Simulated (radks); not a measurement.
# Sm inside a hard spherical wall

An exercise on one series of results from a longer session: the logs are not shown, and one member is left open.

Program: radks (a radial shooting solver on a logarithmic mesh, Libxc functionals) version 1. Level of theory: scalar-relativistic Kohn-Sham, LDA (Slater exchange, Perdew-Wang correlation), spin-unpolarised, spherical densities, point nucleus. These are calculated values, not measurements, unless marked.

**What is computed**

* element: samarium (Z = 62)
* charge: 0
* electrons: 62
* configuration: [Xe] 4f6 6s2

Outer shells as boxes (Hund's rule):

Sm
```
[Xe] core
4f [↑ ][↑ ][↑ ][↑ ][↑ ][↑ ][  ]
6s [↑↓]
```

The first run:

The run's settings:

```text
Z 62
configuration [Xe] 4f6 6s2 5d0 6p0 7s0
relativity scalar-relativistic
functional lda,pw
spin unpolarised
nucleus point
c 137.035999084
```

Among the steps run: The free atom; Wall at 20 bohr; Wall at 10 bohr; Wall at 8 bohr; Wall at 6 bohr; Wall at 5 bohr; Wall at 3 bohr; Wall at 2 bohr; Wall at 1.5 bohr.

One table of the session follows, with a row left open; its other results are not shown here.

| R (bohr) | E − E(free) (eV) | ε(4f) (eV) | ε(5d, empty) (eV) | ε(6p, empty) (eV) | ε(7s, empty) (eV) |
| --- | --- | --- | --- | --- | --- |
| free | ? | ? | ? | ? | ? |
| 20 | 0.000 | -2.668 | -1.833 | -1.255 | 0.041 |
| 10 | 0.083 | -2.486 | -1.663 | -0.868 | 2.663 |
| 8 | 0.543 | -1.947 | -1.152 | 0.118 | 6.483 |
| 6 | 3.443 | -0.248 | 0.589 | 3.825 | 18.009 |
| 5 | 9.130 | 1.740 | 2.817 | 9.211 | 32.648 |
| 3 | 108.25 | 19.176 | 24.129 | 64.611 | 154.94 |
| 2 | 660.33 | 67.586 | 98.868 | 244.57 | 495.99 |
| 1.5 | 2149.2 | 146.03 | 254.96 | 583.62 | 1091.6 |

Estimate the missing values for free.

The run gave: E − E(free) (eV): 0.000; ε(4f) (eV): -2.668; ε(5d, empty) (eV): -1.833; ε(6p, empty) (eV): -1.255; ε(7s, empty) (eV): -0.084.

From R = 5 bohr inwards the highest occupied level lies above zero, pushed up by confinement. Shells are not refilled when levels cross, and a hard wall is a model, not a crystal.
